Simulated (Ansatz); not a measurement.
# GeV: the cost of one run

Computed with Ansatz 0.2.0, Gaussian basis. Level: UKS PBE0/def2-TZVP.

## (1) Starting geometry

2 atoms, charge 0, spin multiplicity 2.

Atoms are counted from 1 here; the program's logs count them from 0.

Bond lengths: V1–Ge2 2.650 Å.

The start is set by covalent radii. Sticks and bond lists go by distance. No spin-orbit coupling is included. 

## (2) Relaxation

Contents of in.yaml:

```yaml
crystal:
  periodic: [false, false, false]
  atoms:
    - {symbol: V, position_ang: [0.000000, 0.000000, 0.000000]}
    - {symbol: Ge, position_ang: [0.000000, 0.000000, 2.650000]}
basis:
  gaussian: {orbitals: def2-TZVP}
magnetization: {spin_polarized: true, initial_magnetization: 1}
hamiltonian: {xc: pbe0}
relax: {f_tol: 0.004, max_steps: 80}
```

Started as:

```sh
ansatz run in.yaml --threads 1 --pin off --events-out ev --progress --plain --max-ram 2176MiB
```

What time and memory should one allow on 1 thread of AMD EPYC 9R45, shared host?

About 2 min, with a peak of 0.37 GiB.
